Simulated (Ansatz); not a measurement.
This script for a short molecular-dynamics run of RuRh, space group P-6m2 with Ansatz 0.2.0, Python API holds a mistake.

Contents of `rurh.vasp`:
```text
RuRh
1.0
   2.70941502    0.00000000    0.00000000
  -1.35470751    2.34642224    0.00000000
   0.00000000    0.00000000    4.29836810
Ru Rh
1 1
Direct
   0.00000000    0.00000000    0.50000000
   0.66666667    0.33333333    0.00000000
```

`md_rurh.py`:
```python
# -*- coding: utf-8 -*-
"""A few tens of MD steps for RuRh."""

import ansatz as az
from ase import Atoms
from ase.io import read
from ase.neighborlist import neighbor_list
import numpy as np


def main():
    atoms = read("rurh.vasp", format="vasp")
    rurh = az.Crystal.from_ase(atoms)

    # a small cell and a short run: a test of the set-up, no statistics
    base = (
        rurh.supercell(2, 2, 1).calculation()
        .functional(az.Functional.PBESOL)
        .pseudopotentials("paw")
        .basis(510)
        .kpoints(2)
        .occupations(az.OccupationsMethod.COLD, width=0.05)
        .scf(tolerance=1e-08)
        .md(az.Ensemble.NVT_NOSE_HOOVER, timestep=0.002, steps=20, temperature=300, initial_velocities="maxwell_boltzmann", seed=606)
    )
    steps = []


    def collect(event):
        if event["event"] == "md_step":
            steps.append(event["data"])


    outcome = base.session().plan().execute(on_event=collect)
    rep = outcome.report

    print(" step   t (fs)     E_pot (eV)   E_kin (eV)    T (K)")
    for s in steps[::1]:
        print(f"{s['step']:5d} {s['time_fs']:8.1f} {s['lagrangian_ev']:14.4f} {s['e_kin_ev']:12.4f} {s['temperature_k']:8.1f}")

    temperature = np.array([s["temperature_k"] for s in steps])
    print(f"mean temperature of the second half {temperature[len(steps) // 2 :].mean():.1f} K")

    symbols = [site.symbol for site in outcome.lattice.sites]
    pairs = np.concatenate([neighbor_list("d", Atoms(symbols, positions=s["positions_ang"], cell=outcome.lattice.cell_ang, pbc=True), 4.5) for s in steps[len(steps) // 2 :]])
    counts, edges = np.histogram(pairs, bins=np.arange(0.5, 4.51, 0.25))
    for low, count in zip(edges, counts / (len(symbols) * len(steps[len(steps) // 2 :]))):
        print(f"{low:4.2f}-{low + 0.25:4.2f} A  {count:6.2f} neighbours an atom")

    track = np.array([s["positions_ang"] for s in steps])
    names = np.array([site.symbol for site in outcome.lattice.sites])
    for name in sorted(set(names)):
        msd = ((track[:, names == name] - track[0, names == name]) ** 2).sum(axis=2).mean(axis=1)
        print(f"mean square displacement of {name} (A^2):", np.round(msd[:: max(len(msd) // 6, 1)], 4))


if __name__ == "__main__":
    main()
```

`python md_rurh.py` gives:
```text
DeckWarning: md: disabling space-group detection — thermal motion breaks the input geometry's symmetry, so no spatial operation reduces the k-mesh or symmetrises the density; time reversal is kept, [...]
 step   t (fs)     E_pot (eV)   E_kin (eV)    T (K)
    0      0.0    -48621.8077       0.2714    300.0
    1      0.0    -48621.8077       0.2714    300.0
    2      0.0    -48621.8077       0.2714    300.0
    3      0.0    -48621.8077       0.2714    300.0
    4      0.0    -48621.8077       0.2714    300.0
    5      0.0    -48621.8077       0.2714    300.0
    6      0.0    -48621.8077       0.2714    300.0
    7      0.0    -48621.8077       0.2714    300.0
    8      0.0    -48621.8077       0.2714    300.0
    9      0.0    -48621.8077       0.2714    300.0
   10      0.0    -48621.8077       0.2714    300.0
   11      0.0    -48621.8077       0.2714    300.0
   12      0.0    -48621.8077       0.2714    300.0
   13      0.0    -48621.8077       0.2714    300.0
   14      0.0    -48621.8077       0.2714    300.0
   15      0.0    -48621.8077       0.2714    300.0
   16      0.0    -48621.8077       0.2714    300.0
   17      0.0    -48621.8077       0.2714    300.0
   18      0.0    -48621.8077       0.2714    300.0
   19      0.0    -48621.8077       0.2714    300.0
   20      0.0    -48621.8077       0.2714    300.0
mean temperature of the second half 300.0 K
0.50-0.75 A    0.00 neighbours an atom
0.75-1.00 A    0.00 neighbours an atom
1.00-1.25 A    0.00 neighbours an atom
1.25-1.50 A    0.00 neighbours an atom
1.50-1.75 A    0.00 neighbours an atom
1.75-2.00 A    0.00 neighbours an atom
2.00-2.25 A    0.00 neighbours an atom
2.25-2.50 A    0.00 neighbours an atom
2.50-2.75 A   12.00 neighbours an atom
2.75-3.00 A    0.00 neighbours an atom
3.00-3.25 A    0.00 neighbours an atom
3.25-3.50 A    0.00 neighbours an atom
3.50-3.75 A    0.00 neighbours an atom
3.75-4.00 A    6.00 neighbours an atom
4.00-4.25 A    0.00 neighbours an atom
4.25-4.50 A    2.00 neighbours an atom
mean square displacement of Rh (A^2): [0. 0. 0. 0. 0. 0. 0.]
mean square displacement of Ru (A^2): [0. 0. 0. 0. 0. 0. 0.]
```
(Warnings from the package without file and line, shortened.)

The script ran to its end, but the result can't be trusted. Why?

The fault: picoseconds as femtoseconds. The correction:

`md_rurh.py`
```python
# -*- coding: utf-8 -*-
"""A few tens of MD steps for RuRh."""

import ansatz as az
from ase import Atoms
from ase.io import read
from ase.neighborlist import neighbor_list
import numpy as np


def main():
    atoms = read("rurh.vasp", format="vasp")
    rurh = az.Crystal.from_ase(atoms)

    # a small cell and a short run: a test of the set-up, no statistics
    base = (
        rurh.supercell(2, 2, 1).calculation()
        .functional(az.Functional.PBESOL)
        .pseudopotentials("paw")
        .basis(510)
        .kpoints(2)
        .occupations(az.OccupationsMethod.COLD, width=0.05)
        .scf(tolerance=1e-08)
        .md(az.Ensemble.NVT_NOSE_HOOVER, timestep=2.0, steps=20, temperature=300, initial_velocities="maxwell_boltzmann", seed=606)
    )
    steps = []


    def collect(event):
        if event["event"] == "md_step":
            steps.append(event["data"])


    outcome = base.session().plan().execute(on_event=collect)
    rep = outcome.report

    print(" step   t (fs)     E_pot (eV)   E_kin (eV)    T (K)")
    for s in steps[::1]:
        print(f"{s['step']:5d} {s['time_fs']:8.1f} {s['lagrangian_ev']:14.4f} {s['e_kin_ev']:12.4f} {s['temperature_k']:8.1f}")

    temperature = np.array([s["temperature_k"] for s in steps])
    print(f"mean temperature of the second half {temperature[len(steps) // 2 :].mean():.1f} K")

    symbols = [site.symbol for site in outcome.lattice.sites]
    pairs = np.concatenate([neighbor_list("d", Atoms(symbols, positions=s["positions_ang"], cell=outcome.lattice.cell_ang, pbc=True), 4.5) for s in steps[len(steps) // 2 :]])
    counts, edges = np.histogram(pairs, bins=np.arange(0.5, 4.51, 0.25))
    for low, count in zip(edges, counts / (len(symbols) * len(steps[len(steps) // 2 :]))):
        print(f"{low:4.2f}-{low + 0.25:4.2f} A  {count:6.2f} neighbours an atom")

    track = np.array([s["positions_ang"] for s in steps])
    names = np.array([site.symbol for site in outcome.lattice.sites])
    for name in sorted(set(names)):
        msd = ((track[:, names == name] - track[0, names == name]) ** 2).sum(axis=2).mean(axis=1)
        print(f"mean square displacement of {name} (A^2):", np.round(msd[:: max(len(msd) // 6, 1)], 4))


if __name__ == "__main__":
    main()
```

After the fix:

```console
$ python md_rurh.py
DeckWarning: md: disabling space-group detection — thermal motion breaks the input geometry's symmetry, so no spatial operation reduces the k-mesh or symmetrises the density; time reversal is kept, [...]
 step   t (fs)     E_pot (eV)   E_kin (eV)    T (K)
    0      0.0    -48621.8077       0.2714    300.0
    1      2.0    -48621.8065       0.2703    298.7
    2      4.0    -48621.8031       0.2668    294.9
    3      6.0    -48621.7972       0.2610    288.4
    4      8.0    -48621.7890       0.2527    279.3
    5     10.0    -48621.7784       0.2422    267.7
    6     12.0    -48621.7656       0.2295    253.6
    7     14.0    -48621.7510       0.2149    237.5
    8     16.0    -48621.7347       0.1987    219.6
    9     18.0    -48621.7170       0.1812    200.3
   10     20.0    -48621.6984       0.1628    179.9
   11     22.0    -48621.6792       0.1438    158.9
   12     24.0    -48621.6600       0.1249    138.0
   13     26.0    -48621.6414       0.1065    117.7
   14     28.0    -48621.6238       0.0892     98.6
   15     30.0    -48621.6078       0.0735     81.3
   16     32.0    -48621.5938       0.0598     66.1
   17     34.0    -48621.5821       0.0483     53.4
   18     36.0    -48621.5730       0.0395     43.6
   19     38.0    -48621.5667       0.0334     37.0
   20     40.0    -48621.5635       0.0304     33.6
mean temperature of the second half 91.6 K
0.50-0.75 A    0.00 neighbours an atom
0.75-1.00 A    0.00 neighbours an atom
1.00-1.25 A    0.00 neighbours an atom
1.25-1.50 A    0.00 neighbours an atom
1.50-1.75 A    0.00 neighbours an atom
1.75-2.00 A    0.00 neighbours an atom
2.00-2.25 A    0.00 neighbours an atom
2.25-2.50 A    0.00 neighbours an atom
2.50-2.75 A   10.48 neighbours an atom
2.75-3.00 A    1.52 neighbours an atom
3.00-3.25 A    0.00 neighbours an atom
3.25-3.50 A    0.00 neighbours an atom
3.50-3.75 A    1.16 neighbours an atom
3.75-4.00 A    4.84 neighbours an atom
4.00-4.25 A    0.00 neighbours an atom
4.25-4.50 A    2.00 neighbours an atom
mean square displacement of Rh (A^2): [0.     0.0003 0.001  0.0021 0.0032 0.0042 0.0049]
mean square displacement of Ru (A^2): [0.     0.0002 0.0007 0.0016 0.0026 0.0037 0.0046]
```
(Warnings from the package without file and line, shortened.)

Caveats:
- Absolute energies stand on the zero of these potentials, so only differences at equal settings mean something. A total without «per atom» is that of the cell as typed.
- For a metal this mesh is far too coarse, so the numbers only illustrate the procedure.
- This cell is a computed structure, which may not be the phase found in nature.
- A small cell, a coarse mesh and a very short run: it shows the set-up and gives no equilibrium averages.
- Timing: 58 s on 1 thread of Intel(R) Xeon(R) Platinum 8259CL CPU @ 2.50GHz (Skylake/Cascade Lake) (shared host), peak memory 0.63 GiB.

(Lines on the test bed's own set-up are left out of the output.)
